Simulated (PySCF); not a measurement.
# C₇H₁₀Si: electronic excitations

Wanted: the electronic excitations of C₇H₁₀Si (`[SiH3]C[C@@]12C=C[C@H]3[C@@H]1[C@H]32`), by calculation.

Programs: PySCF 2.14.0, with density-fitted response routines of our own. Each step states its level of theory. These are calculated values for one molecule in the gas phase, unless marked as measured. Atoms are numbered from 0 throughout.

## (1) Starting geometry

18 atoms, charge 0, multiplicity 1; geometry from: GFN2-xTB.

Bonds of the start (Å): Si0–C1 1.91, C1–C2 1.50, C2–C3 1.49, C3–C4 1.33, C4–C5 1.49, C5–C6 1.52, C6–C7 1.46, C6–C2 1.52, C7–C2 1.52, C7–C5 1.52, Si0–H8 1.46, Si0–H9 1.46, Si0–H10 1.47, C1–H11 1.09, C1–H12 1.09, C3–H13 1.07, C4–H14 1.07, C5–H15 1.08, C6–H16 1.07, C7–H17 1.07.

## (2) Ultraviolet spectrum: CAM-B3LYP/def2-SVPD

What the job is given:

```
{"job": {"kind": "uv", "xc": "CAM-B3LYP", "basis": "def2-SVPD", "nstates": 8, "ntriplets": 3}, "charge": 0, "multiplicity": 1}
Si     2.511503     0.081078     0.641690
C      1.245094    -0.621921    -0.596194
C     -0.148133    -0.126280    -0.337043
C     -0.533616     1.299875    -0.556631
C     -1.817822     1.388838    -0.223601
C     -2.212469     0.017205     0.200004
C     -1.381800    -0.985844    -0.575149
C     -1.001319    -0.670979     0.796585
H      2.132473    -0.319749     1.997441
H      2.545766     1.540259     0.547836
H      3.831111    -0.463312     0.312146
H      1.249424    -1.712468    -0.540363
H      1.531491    -0.359049    -1.617097
H      0.135687     2.054061    -0.920629
H     -2.476640     2.234791    -0.238634
H     -3.213185    -0.217146     0.530750
H     -1.590509    -1.887557    -1.113108
H     -0.815817    -1.245484     1.680340
```

Method: TDDFT CAM-B3LYP/def2-SVPD, vertical, gas phase, core orbitals frozen in the response.

What will the session give for the following? lowest singlet (CAM-B3LYP/def2-SVPD); lowest triplet. Wanted: lowest singlet; lowest triplet.

The runs gave:

| quantity | value |
| --- | --- |
| lowest singlet (CAM-B3LYP/def2-SVPD) | 5.55 eV (223 nm), f = 0.063 |
| lowest triplet | 3.57 eV |

In words: The lowest singlet, at 5.55 eV, is HOMO→LUMO 0.86, HOMO→LUMO+1 0.10 and is bright. The lowest triplet lies 1.98 eV below the lowest singlet (triplets in Tamm-Dancoff, singlets in full TDDFT).
